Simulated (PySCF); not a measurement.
# FSSm (Sm(S)(F)-): the cost of one run

Computed with PySCF 2.14.0. Level: several levels, as the steps say, no spin–orbit coupling.

1 further run of the same task is left out (for a known fault of the program).

**1. The starting structure**

3 atoms, charge -1, spin multiplicity 1.

Bond lengths: Sm1–S2 2.607 Å, Sm1–F3 2.201 Å. Angles: S2–Sm1–F3 129.6°.

Coordinates:

```
Sm   -0.21853    0.00000   -0.27638
S     2.15220    0.00000    0.80879
F    -2.20119    0.00000    0.68044
```

Formal oxidation states: Sm +2. Each metal's 6 4f electrons lie in its core potential, so multiplicities, spins and levels count the valence alone. An earlier session relaxed this geometry at PBE0, Sm lcecp-0-SVP with ECP52, S def2-SVP, F def2-SVP (singlet, point group Cs).

At PBE0 on the finer grid: E = -526.568509 Eh, frontier levels not given, since the 4f levels lie in the core, Mulliken charge on Sm1 +0.20 e, largest force component 0.009 eV/Å. 

Levels to run: r2SCAN; TPSSh; PBE0, TZVP. Hardware: 2 threads of Arm Neoverse V2, shared host.

**2. r2SCAN**

Contents of run.py (the lines that set the calculation):

```python
mol = gto.M(atom='''
Sm    -0.21853     0.00000    -0.27638
S      2.15220     0.00000     0.80879
F     -2.20119     0.00000     0.68044''',
    basis={'Sm': 'lcecp-0-SVP', 'S': 'def2-SVP', 'F': 'def2-SVP'},
    ecp={'Sm': 'lcecp-0-SVP'},
    charge=-1, spin=0)
mf = dft.RKS(mol, xc='R2SCAN')
mf.grids.atom_grid = (75, 302)  # f atoms: unpruned, at least (60, 302)
mf = mf.density_fit()  # fitting sets: Sm AutoAux, S def2-universal-JKFIT, F def2-universal-JKFIT
mf.conv_tol = 1e-08; mf.max_cycle = 55
mf.kernel(dm0)  # dm0: the density of the relaxed state
```

Started as:

```console
> OMP_NUM_THREADS=2 python run.py
```

**Question.** How long does this run take on 2 threads of Arm Neoverse V2, shared host?

About 2.1 s.
